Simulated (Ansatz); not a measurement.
**C3H7FGe: one species, many methods**

The task here is to estimate one member of a computed series from the others.

Computed with Ansatz 0.2.0, Gaussian basis. Level: functionals in def2-TZVPP, the program's frozen cores in correlated methods.

The runs, in order: LDA (SPW92), PBE-D4, revPBE-D4, BLYP-D4, r2SCAN-D4, B97M-V, PBE0-D4, B3LYP-D4, r2SCANh-D4, r2SCAN0-D4, HSE06-D4, BHLYP-D4, CAM-B3LYP-D4, LC-ωPBE, ωB97X-V, ωB97M-V, B2PLYP, PBE-QIDH; CCSD(T)/def2-SVP; CCSD(T)/def2-TZVPP; MP2/def2-QZVPP; extrapolation to the limit; RPA on PBE.

### The geometry

All runs share one geometry, relaxed beforehand with PBE0-D4 in a triple-zeta def2 set.

SMILES `C[C]1(F)[CH2][GeH2]1`, 12 atoms, charge 0, spin multiplicity 1.

Atoms are counted from 1 here; the program's logs count them from 0.

Bond lengths: C1–C2 1.495 Å, C1–H6 1.096 Å, C1–H7 1.091 Å, C1–H8 1.092 Å, C2–F3 1.378 Å, C2–C4 1.510 Å, C2–Ge5 1.963 Å, C4–Ge5 1.960 Å, C4–H9 1.086 Å, C4–H10 1.085 Å, Ge5–H11 1.525 Å, Ge5–H12 1.522 Å. Angles: C2–C1–H6 110.0°, C2–C1–H7 110.9°, C2–C1–H8 110.6°, H6–C1–H7 108.8°, H6–C1–H8 108.2°, H7–C1–H8 108.3°, C1–C2–F3 110.9°, C1–C2–C4 118.8°, C1–C2–Ge5 122.0°, F3–C2–C4 113.3°, F3–C2–Ge5 117.9°, C4–C2–Ge5 67.2°, C2–C4–Ge5 67.5°, C2–C4–H9 117.4°, C2–C4–H10 114.4°, Ge5–C4–H9 121.6°, Ge5–C4–H10 114.4°, H9–C4–H10 113.8° and more.

The first run:

File in.yaml:

```yaml
crystal:
  periodic: [false, false, false]
  atoms:
    - {symbol: C, position_ang: [-0.787819, -0.184051, 1.334777]}
    - {symbol: C, position_ang: [0.374876, -0.142740, 0.396682]}
    - {symbol: F, position_ang: [1.549951, -0.432643, 1.055459]}
    - {symbol: C, position_ang: [0.496737, 1.018174, -0.561079]}
    - {symbol: Ge, position_ang: [0.216291, -0.688382, -1.482637]}
    - {symbol: H, position_ang: [-0.673864, 0.585793, 2.106654]}
    - {symbol: H, position_ang: [-0.862408, -1.158693, 1.819102]}
    - {symbol: H, position_ang: [-1.720078, 0.005181, 0.798896]}
    - {symbol: H, position_ang: [-0.277433, 1.778267, -0.525180]}
    - {symbol: H, position_ang: [1.501101, 1.418830, -0.655923]}
    - {symbol: H, position_ang: [-1.166672, -0.990589, -2.049129]}
    - {symbol: H, position_ang: [1.426317, -1.264247, -2.203621]}
basis:
  gaussian: {orbitals: def2-TZVPP}
hamiltonian: {xc: lda}
output: {orbitals: {seedname: orbitals}}
```

Steps of the session up to this table: LDA; PBE-D4 (GGA); revPBE-D4 (GGA); BLYP-D4 (GGA); r2SCAN-D4 (meta-GGA); B97M-V (meta-GGA); PBE0-D4 (hybrid); B3LYP-D4 (hybrid); r2SCANh-D4 (hybrid); r2SCAN0-D4 (hybrid); HSE06-D4 (hybrid); BHLYP-D4 (hybrid); CAM-B3LYP-D4 (range-separated); LC-ωPBE (range-separated); ωB97X-V (range-separated); ωB97M-V (range-separated); B2PLYP (double hybrid); PBE-QIDH (double hybrid).

One of the session's tables, all rows but one given; the rest of the session is left out.

It belongs to the step «Orbital energies across the functionals». 

```
  functional  HOMO (eV)  gap (eV)
 LDA (SPW92)      -5.57      4.77
      PBE-D4      -5.41      4.79
   revPBE-D4      -5.34      4.81
     BLYP-D4      -5.29      4.73
   r2SCAN-D4      -5.62      5.23
      B97M-V      -5.64      5.16
     PBE0-D4      -6.49      6.68
    B3LYP-D4      -6.32      6.25
  r2SCANh-D4      -6.02      5.92
  r2SCAN0-D4      -6.63      6.96
    HSE06-D4          ?         ?
    BHLYP-D4      -7.47      8.46
CAM-B3LYP-D4      -7.78      8.91
     LC-ωPBE      -9.03     11.32
     ωB97X-V      -8.71     10.87
     ωB97M-V      -8.61     10.55
```

Estimate the missing values for HSE06-D4.

As computed: HOMO (eV): -6.10; gap (eV): 5.91. In the column «HOMO (eV)» it lies between B3LYP-D4 (-6.32) and r2SCANh-D4 (-6.02).
